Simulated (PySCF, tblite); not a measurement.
# C₅H₅OS radical: geometry, infrared bands and EPR parameters

What infrared bands and EPR parameters should C₅H₅OS radical (`OCc1[c]ccs1`) show?

The runs use tblite 0.8.0 and PySCF 2.14.0, with density-fitted response routines of our own; the level of theory stands in each step. All values are computed, except where a source is named. Atoms are numbered from 0 throughout.

### 1 Starting geometry

12 atoms, charge 0, multiplicity 2; geometry from: force field or distance geometry start.

Bonds of the start (Å): O0–C1 1.40, C1–C2 1.52, C2–C3 1.34, C3–C4 1.33, C4–C5 1.37, C5–S6 1.67, S6–C2 1.58, O0–H7 0.98, C1–H8 1.12, C1–H9 1.08, C4–H10 1.10, C5–H11 1.10.

### 2 Relaxing the molecule with GFN2-xTB

What the job is given:

```
{"job": {"kind": "relax", "xc": "GFN2-xTB", "basis": "xTB"}, "charge": 0, "multiplicity": 2}
O     -2.409400     0.634500     0.565000
C     -1.859300    -0.286400    -0.341100
C     -0.347900    -0.117300    -0.242700
C      0.488500    -0.553300     0.715500
C      1.785000    -0.279300     0.588100
C      2.104700     0.437800    -0.539900
S      0.604700     0.636700    -1.253000
H     -1.750100     0.798300     1.269000
H     -2.037500    -1.293200     0.126500
H     -2.231800    -0.174000    -1.345800
H      2.562100    -0.591900     1.306500
H      3.092200     0.787500    -0.874000
```

Command:

```bash
$ OMP_NUM_THREADS=1 python probes_run.py task.json out
```

The driver reads the jobs from task.json and runs them one after another.

The log of the run:

```text
step      E/eV     max force
  0    -554.79319    8.270
  1    -555.65108    2.046
  2    -555.78770    0.900
  3    -555.85202    0.547
  4    -555.88492    0.485
  5    -555.90055    0.349
  6    -555.90842    0.297
  7    -555.91290    0.234
  8    -555.91832    0.257
  9    -555.92486    0.296
 10    -555.93040    0.215
 11    -555.93433    0.223
 12    -555.93812    0.197
 13    -555.94255    0.198
 14    -555.94701    0.169
 15    -555.95045    0.155
 16    -555.95284    0.106
 17    -555.95491    0.138
 18    -555.95676    0.128
 19    -555.95811    0.090
 20    -555.95916    0.080
 21    -555.96016    0.099
 22    -555.96104    0.119
 23    -555.96191    0.084
 24    -555.96256    0.054
 25    -555.96297    0.051
 26    -555.96347    0.077
 27    -555.96395    0.088
 28    -555.96437    0.070
 29    -555.96473    0.058
 30    -555.96512    0.065
 31    -555.96558    0.057
 32    -555.96611    0.061
 33    -555.96659    0.050
 34    -555.96694    0.052
 35    -555.96718    0.039
 36    -555.96738    0.038
 37    -555.96752    0.032
 38    -555.96762    0.035
 39    -555.96768    0.024
 40    -555.96775    0.023
 41    -555.96781    0.024
 42    -555.96787    0.020
 43    -555.96790    0.021
 44    -555.96794    0.021
 45    -555.96798    0.021
 46    -555.96802    0.016
 47    -555.96804    0.010
```

Run time: 0.25 s. Hardware: 1 thread of Arm Neoverse V1, shared host.

Step by step: (not every step is listed)

```csv
step,energy from step 0 (eV),largest force (eV/Å)
0,0.0000,8.2697
1,-0.8579,2.0462
2,-0.9945,0.9004
3,-1.0588,0.5468
4,-1.0917,0.4847
5,-1.1074,0.3494
6,-1.1152,0.2969
7,-1.1197,0.2336
8,-1.1251,0.2574
11,-1.1411,0.2229
14,-1.1538,0.1692
17,-1.1617,0.1383
20,-1.1660,0.0800
23,-1.1687,0.0842
26,-1.1703,0.0766
29,-1.1715,0.0581
32,-1.1729,0.0608
35,-1.1740,0.0388
38,-1.1744,0.0348
41,-1.1746,0.0239
42,-1.1747,0.0197
43,-1.1747,0.0210
44,-1.1748,0.0213
45,-1.1748,0.0206
46,-1.1748,0.0160
47,-1.1748,0.0097
```

Close pairs (by a distance rule), those that changed most:

```
  bond  before (Å)  after (Å)  change (Å)
 C2–S6       1.580      1.780      +0.200
 C3–C4       1.331      1.400      +0.069
 C5–S6       1.673      1.726      +0.054
 C1–C2       1.524      1.492      -0.032
C4–H10       1.103      1.074      -0.030
C5–H11       1.100      1.073      -0.027
 C1–H8       1.124      1.101      -0.023
 C2–C3       1.345      1.330      -0.015
```

The final coordinates are the input of the step that follows.

### 3 Harmonic vibrations with GFN2-xTB

What the job is given:

```
{"job": {"kind": "ir", "xc": "GFN2-xTB", "basis": "xTB"}, "charge": 0, "multiplicity": 2}
O     -2.445817     0.751435     0.461072
C     -1.789420    -0.265348    -0.263309
C     -0.303024    -0.175222    -0.167252
C      0.549199    -0.588370     0.765876
C      1.910710    -0.304419     0.607118
C      2.104723     0.397585    -0.541896
S      0.638044     0.694689    -1.402502
H     -2.159802     0.714571     1.380700
H     -2.111517    -1.257120     0.089983
H     -2.108435    -0.137795    -1.300012
H      2.687941    -0.597322     1.287302
H      3.028596     0.766631    -0.943108
```

The log of the run:

```text
mode    cm-1     km/mol
  1      27.0      2.54
  2     134.8      0.20
  3     249.6     24.43
  4     303.9      5.44
  5     366.2    158.82
  6     462.2      2.18
  7     497.3      2.00
  8     575.1      9.39
  9     637.7      6.87
 10     706.1      7.67
 11     719.5     13.06
 12     815.4      3.50
 13     832.6      8.28
 14     916.5     22.84
 15    1016.7     13.47
 16    1051.7     98.73
 17    1069.3      7.34
 18    1142.8      4.30
 19    1163.5     37.07
 20    1293.6     17.81
 21    1314.7     10.13
 22    1336.1     71.50
 23    1436.2      7.08
 24    1451.2      1.00
 25    1601.5     14.80
 26    2862.9     52.07
 27    2989.7     11.78
 28    3140.0      4.09
 29    3150.9     11.42
 30    3545.9      9.85
```

Wall time 0.31 s (1 thread of Arm Neoverse V1, shared host).

Which atoms move in the most intense modes:

```csv
cm⁻¹,km/mol,atoms
250,24.4,"S6 20 %, H7 16 %, C1 15 %, H9 12 %"
366,158.8,H7 68 %
916,22.8,"C1 23 %, H9 22 %, C3 20 %, H8 10 %"
1052,98.7,"C1 44 %, O0 38 %"
1164,37.1,"H9 33 %, H7 30 %, H8 19 %"
1294,17.8,"H8 64 %, H7 19 %"
1336,71.5,"H9 45 %, H7 23 %, C1 17 %"
2863,52.1,H8 93 %
```

### 4 g tensor and hyperfine couplings: B3LYP/pcH-1

Same as in step 3 but for these lines:

```diff
@@ -1,2 +1,2 @@
-{"job": {"kind": "ir", "xc": "GFN2-xTB", "basis": "xTB"}, "charge": 0, "multiplicity": 2}
+{"job": {"kind": "epr", "basis": "pcH-1"}, "charge": 0, "multiplicity": 2}
 O     -2.445817     0.751435     0.461072
```

Level: UKS B3LYP, pcH-1 on C H O S, non-relativistic, mean-field spin-orbit, GIAO.

The log of the run:

```text
UKS, coarse grid
  cycle   1  E = -666.76755631  |g| = 5.09e-01
  cycle   2  E = -666.64588521  |g| = 7.65e-01
  cycle   3  E = -666.86030737  |g| = 6.79e-02
  cycle   4  E = -666.86186304  |g| = 3.84e-02
  cycle   5  E = -666.86254855  |g| = 1.49e-02
  cycle   6  E = -666.86266100  |g| = 5.51e-03
  cycle   7  E = -666.86268242  |g| = 2.65e-03
  cycle   8  E = -666.86268919  |g| = 1.33e-03
  cycle   9  E = -666.86269238  |g| = 6.60e-04
UKS, final grid
  cycle   1  E = -666.86265529  |g| = 1.11e-03
  cycle   2  E = -666.86265325  |g| = 2.31e-03
  cycle   3  E = -666.86265620  |g| = 1.68e-04
  cycle   4  E = -666.86265627  |g| = 1.48e-04
  cycle   5  E = -666.86265633  |g| = 9.72e-05
  cycle   6  E = -666.86265634  |g| = 1.41e-05
E = -666.86265634 Eh   <S^2> = 0.7574 (exact 0.7500)
g shifts (ppm)      1          2          3
  rmc          -171       -171       -171
  gc             19          9         11
  oz_so       -2321       -275        120
  total       -2473       -437        -39
hyperfine (MHz)  atom isotope    a_iso     a_fc   dipolar eigenvalues
    0   17O       1.02       1.02     -0.72      0.07      0.65
    1   13C      16.73      16.73     -1.97     -1.59      3.55
    2   13C      59.33      59.36    -14.17     -2.60     16.77
    3   13C     391.87     392.34    -76.05    -60.02    136.06
    4   13C      44.79      44.74     -9.79     -2.86     12.65
    5   13C      71.41      71.42     -3.55     -0.19      3.74
    6   33S       4.85       4.81    -13.26    -12.31     25.57
    7    1H       0.41       0.41     -2.78     -2.31      5.09
    8    1H      -3.65      -3.65     -3.54     -2.63      6.17
    9    1H      -2.26      -2.26     -1.92     -1.29      3.21
   10    1H      20.20      20.20     -6.22     -5.08     11.30
   11    1H       8.55       8.54     -2.95     -1.62      4.57
```

Run time: 63 s. Hardware: 1 thread of Arm Neoverse V1, shared host; peak memory 0.91 GiB.

Principal g values 1.99985, 2.00188, 2.00228; g(iso) = 2.00134, against 2.00232 for a free electron.

Hyperfine couplings; where a row names several nuclei, a(iso) is their mean (it holds for fast rotation or exchange) and the dipolar term the largest among them:

| nuclei | isotope | a(iso) (MHz) | a(iso) (G, at g = 2.0023) | largest dipolar term (MHz) |
| --- | --- | --- | --- | --- |
| C3 | 13C | 391.9 | 139.8 | 136.1 |
| C5 | 13C | 71.4 | 25.5 | 3.7 |
| C2 | 13C | 59.3 | 21.2 | 16.8 |
| C4 | 13C | 44.8 | 16.0 | 12.7 |
| H10 | 1H | 20.2 | 7.2 | 11.3 |
| C1 | 13C | 16.7 | 6.0 | 3.6 |
| H11 | 1H | 8.5 | 3.1 | 4.6 |
| S6 | 33S | 4.8 | 1.7 | 25.6 |
| H8, H9 | 1H | -3.0 | -1.1 | 6.2 |
| O0 | 17O | 1.0 | 0.4 | -0.7 |
| H7 | 1H | 0.4 | 0.1 | 5.1 |

Mulliken spin populations:

```
atom  value (e)
  O0       0.00
  C1       0.01
  C2      -0.11
  C3       0.97
  C4      -0.04
  C5       0.05
  S6       0.11
  H7       0.00
  H8       0.00
  H9       0.00
 H10       0.01
 H11       0.01
```

In first order the couplings over 0.8 MHz of 1H give 12 distinct lines over 12.4 G, if the averaged nuclei exchange fast.

The fields below are evaluated on a grid from the run's orbitals.

ELF in a plane through or near 6 of the atoms.

Values, 10 rows by 14 columns:
```
0.00 0.00 0.00 0.00 0.00 0.00 0.01 0.00 0.00 0.00 0.00 0.00 0.00 0.00
0.00 0.00 0.00 0.00 0.01 0.33 0.62 0.36 0.01 0.00 0.00 0.00 0.00 0.00
0.00 0.00 0.02 0.04 0.04 0.76 0.94 0.78 0.01 0.62 0.63 0.00 0.00 0.00
0.00 0.00 0.62 0.88 0.45 0.76 0.25 0.65 0.05 1.00 0.96 0.02 0.00 0.00
0.00 0.00 0.36 0.74 0.51 0.54 0.56 0.54 0.82 0.35 0.32 0.01 0.00 0.00
0.00 0.00 0.01 0.09 0.86 0.51 0.59 0.38 0.87 0.28 0.24 0.04 0.00 0.00
0.00 0.00 0.09 0.89 0.87 0.71 0.55 0.75 0.07 0.23 0.04 0.01 0.00 0.00
0.00 0.00 0.46 0.99 0.98 0.16 0.87 0.89 0.11 0.00 0.00 0.00 0.00 0.00
0.00 0.00 0.00 0.34 0.22 0.01 0.36 0.50 0.03 0.00 0.00 0.00 0.00 0.00
0.00 0.00 0.00 0.00 0.00 0.00 0.00 0.00 0.00 0.00 0.00 0.00 0.00 0.00
```
The map spans 11.3 Å across and 8.3 Å up, centred on the molecule. Atoms in the plane (x, y in Å): C1 (1.8, 0.2), C2 (0.3, 0.1), C3 (-0.5, -0.9), C4 (-1.9, -0.7), H9 (2.1, 1.3), H10 (-2.6, -1.5).

On the surface of density 0.002 e/bohr³ the electrostatic potential runs, from the 1st to the 99th percentile, from -1.58 V near O0 to 1.94 V near H7.

The spin density lies nearest to C3 74 %; S6 9 %; C2 6 % (beta excess).

### 5 Summary of results

```
                                 quantity                 value
strongest single infrared mode (GFN2-xTB)  366 cm⁻¹, 159 km/mol
             zero-point energy (GFN2-xTB)         52.6 kcal/mol
                           g(iso) (B3LYP)               2.00134
                                     ⟨S²⟩    0.757 (exact 0.75)
       largest a(iso) (averaged by class)  13C on C3, 391.9 MHz
    surface potential, 1st and 99th percentile    -1.58 V and 1.94 V
```

In words: The optimisation took 47 steps and gained 1.175 eV; among the close pairs (by a distance rule), C2–S6 changed most, from 1.580 to 1.780 Å. All 30 modes are real, so the xTB geometry is a minimum. The strongest single mode, at 366 cm⁻¹, moves mainly H7. GFN2-xTB is a fitted tight-binding method: band positions and strengths are rough. Its intensities can rank the bands wrongly. C3 carries the largest spin population, 0.97 e. The isotropic g lies 1.0 ppt below the free-electron value.
